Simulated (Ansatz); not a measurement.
# SiBH₃F₂: ionisation energy by level of theory

Aim: the vertical ionisation energy of SiBH₃F₂, as cation minus neutral at the neutral's geometry, on several levels, and how well −ε(HOMO) stands in for it.

The runs use Ansatz 0.2.0, Gaussian basis; unrestricted cation, the program's frozen cores in correlated methods.

Levels to be run: UKS PBE-D4/def2-TZVPP; UKS r2SCAN-D4/def2-TZVPP; UKS PBE0-D4/def2-TZVPP; UKS B3LYP-D4/def2-TZVPP; UKS wB97X-V/def2-TZVPP; UKS wB97M-V/def2-TZVPP; UKS B2PLYP/def2-TZVPP; UHF-CCSD(T)/def2-TZVPP; UHF-MP2/def2-QZVPP; extrapolation to the limit; then −ε(HOMO) from the neutral's earlier runs with LDA (SPW92), PBE-D4, revPBE-D4, BLYP-D4, r2SCAN-D4, B97M-V, PBE0-D4, B3LYP-D4, r2SCANh-D4, r2SCAN0-D4, HSE06-D4, BHLYP-D4, CAM-B3LYP-D4, LC-ωPBE, ωB97X-V, ωB97M-V.

### 1 The relaxed structure

All runs share one geometry, relaxed beforehand with PBE0-D4/def2-TZVP.

7 atoms, charge 0, spin multiplicity 1.

Atoms are counted from 1 here; the program's logs count them from 0.

Bond lengths: F1–B2 1.319 Å, B2–F3 1.320 Å, B2–Si4 2.035 Å, Si4–H5 1.484 Å, Si4–H6 1.488 Å, Si4–H7 1.486 Å. Angles: F1–B2–F3 116.2°, F1–B2–Si4 122.6°, F3–B2–Si4 121.2°, B2–Si4–H5 111.0°, B2–Si4–H6 108.5°, B2–Si4–H7 109.7°, H5–Si4–H6 109.2°, H5–Si4–H7 109.8°, H6–Si4–H7 108.6°.

### 2 Cation, UKS PBE-D4/def2-TZVPP

The input, in.yaml:

```yaml
crystal:
  periodic: [false, false, false]
  atoms:
    - {symbol: F, position_ang: [1.870547, -0.649796, 0.966167]}
    - {symbol: B, position_ang: [0.619315, -0.824626, 0.587099]}
    - {symbol: F, position_ang: [0.059884, -1.969545, 0.930821]}
    - {symbol: Si, position_ang: [-0.418448, 0.585919, -0.449207]}
    - {symbol: H, position_ang: [0.487371, 1.645908, -0.958565]}
    - {symbol: H, position_ang: [-1.423165, 1.196174, 0.462639]}
    - {symbol: H, position_ang: [-1.134205, -0.052034, -1.584555]}
basis:
  gaussian: {orbitals: def2-TZVPP}
total_charge: 1
magnetization: {spin_polarized: true, initial_magnetization: 1}
hamiltonian: {xc: pbe, dispersion: d4}
```

Started as:

```bash
$ ansatz run in.yaml --threads 4 --pin off --events-out ev --progress --plain --max-ram 10444MiB
```

Further steps of the session: Cation, UKS r2SCAN-D4/def2-TZVPP; Cation, UKS PBE0-D4/def2-TZVPP; Cation, UKS B3LYP-D4/def2-TZVPP; Cation, UKS wB97X-V/def2-TZVPP; Cation, UKS wB97M-V/def2-TZVPP; Cation, UKS B2PLYP (frozen core)/def2-TZVPP; Cation, UHF-CCSD(T)/def2-TZVPP; Cation, UHF-MP2/def2-QZVPP.

Before running them: what should the planned runs give, taken together? Wanted: ionisation energy, CCSD(T)/CBS; nearest functional by difference; nearest −ε(HOMO); −ε(HOMO) of PBE; T1 of the cation.

As calculated:

| quantity | value |
| --- | --- |
| ionisation energy, CCSD(T)/CBS | 11.84 eV |
| nearest functional by difference | ωB97M-V (-0.19 eV) |
| nearest −ε(HOMO) | LC-ωPBE (+0.04 eV) |
| −ε(HOMO) of PBE | 7.74 eV |
| T1 of the cation | 0.021 |

By cation minus neutral, the functionals miss by 0.67 eV at most. The PBE orbital energy is 4.1 eV too small: a semilocal HOMO is no ionisation energy. Among orbital estimates LC-ωPBE comes nearest. Hartree-Fock falls 0.70 eV short, as the neutral has more correlation energy than the cation.
